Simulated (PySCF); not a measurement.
# CH₅ClSSi: geometry, coupled-cluster ionisations

Computed with PySCF 2.14.0, with density-fitted response routines of our own, on a single molecule in the gas phase. Atoms count from 0, in the outputs and in this text.

## (1) Starting geometry

9 atoms, charge 0, multiplicity 1; geometry from: GFN2-xTB.

Bonds of the start (Å): C0–S1 1.82, S1–Si2 2.14, Si2–Cl3 2.00, C0–H4 1.08, C0–H5 1.08, C0–H6 1.08, Si2–H7 1.46, Si2–H8 1.46.

## (2) Optimising the geometry at PBE0-D3(BJ)/def2-SVP

What the job is given:

```
{"job": {"xc": "PBE0", "basis": "def2-SVP", "d3": "d3bj", "grid": 1, "kind": "geom"}, "charge": 0, "multiplicity": 1}
C     -1.571095     0.002587    -0.156460
S     -0.165639     0.816436    -0.981757
Si     1.450022    -0.013723     0.155179
Cl     3.158315     0.724785    -0.573994
H     -1.494054    -1.072473    -0.278931
H     -1.583098     0.267512     0.895500
H     -2.469511     0.367914    -0.641812
H      1.420037    -1.463335     0.009661
H      1.268585     0.376291     1.547436
```

On the command line:

```
$ OMP_NUM_THREADS=1 python probes_run.py task.json out
```

One launch serves the whole session: the jobs run in the order shown.

Q: Estimate the wall time and peak memory of this first job on 1 thread of Intel Xeon 6975P-C, shared host.

About 9.8 s, with a peak of 0.39 GiB.
